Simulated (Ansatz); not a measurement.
What does this script print? It uses the Ansatz DFT code, driven from Python.

The script, `torsion_ch5bosi.py`:
```python
"""Rigid torsion scan of CH5BOSi."""

import logging
import sys
import warnings

import ansatz as az
from ase import Atoms

logging.basicConfig(stream=sys.stdout, format="%(name)s: %(message)s")
log = logging.getLogger("ch5bosi")
log.setLevel(logging.INFO)

warnings.simplefilter("ignore", az.DeckWarning)

atoms = Atoms(["C", "B", "O", "Si", "H", "H", "H", "H", "H"], positions=[
    (-0.5228, 0.8631, -1.1849),
    (0.3134, -0.1164, -0.3752),
    (1.4945, -0.3623, 0.4044),
    (0.4253, -1.0699, 1.3642),
    (-0.0259, 1.2081, -2.1313),
    (-0.7798, 1.8171, -0.574),
    (-1.501, 0.424, -1.4741),
    (0.5114, -2.528, 1.3117),
    (0.1735, -0.2818, 2.642),
])

# relax first, so that the scan starts from a minimum
first = az.Crystal.molecule_from_ase(atoms).calculation()
first = first.basis(gaussian="6-31G*")
first = first.functional("r2scan0")
first = first.relax(force_tolerance=0.02, max_steps=80)
atoms.positions = first.run(threads=1).report["positions_ang"]

start = atoms.get_dihedral(2, 1, 0, 4)
energies = {}
for turn in range(0, 121, 20):
    turned = atoms.copy()
    turned.set_dihedral(2, 1, 0, 4, start + turn, indices=[0, 4, 5, 6])
    calculation = (
        az.Crystal.molecule_from_ase(turned).calculation()
        .basis(gaussian="6-31G*")
        .functional("r2scan0")
    )
    energies[round((start + turn) % 360)] = calculation.run(threads=1).report["free_energy_ev"]
floor = min(energies.values())
log.info("dihedral O2-B1-C0-H4 (deg)   E - E(min) (kJ/mol)")
for angle, e in sorted(energies.items()):
    log.info(f"{angle:8d} {96.485332 * (e - floor):14.3f}  " + "#" * int(30 * (e - floor) / max(max(energies.values()) - floor, 1e-9)))
```

`python torsion_ch5bosi.py` gives:
```text
ch5bosi: dihedral O2-B1-C0-H4 (deg)   E - E(min) (kJ/mol)
ch5bosi:        2          0.000
ch5bosi:       22          0.593  #######
ch5bosi:       42          1.752  #####################
ch5bosi:       62          2.482  ##############################
ch5bosi:       82          2.238  ###########################
ch5bosi:      102          1.401  ################
ch5bosi:      122          0.823  #########
```

The scan is rigid and the energies are electronic, in a modest basis. With rigid groups the curve can differ much from the relaxed path, the start wasn't checked as a minimum of this torsion, and equivalent turns needn't return to the same energy. It ran for 67 s on 1 thread of Arm Neoverse V2, on a shared host, peak memory 0.25 GiB.
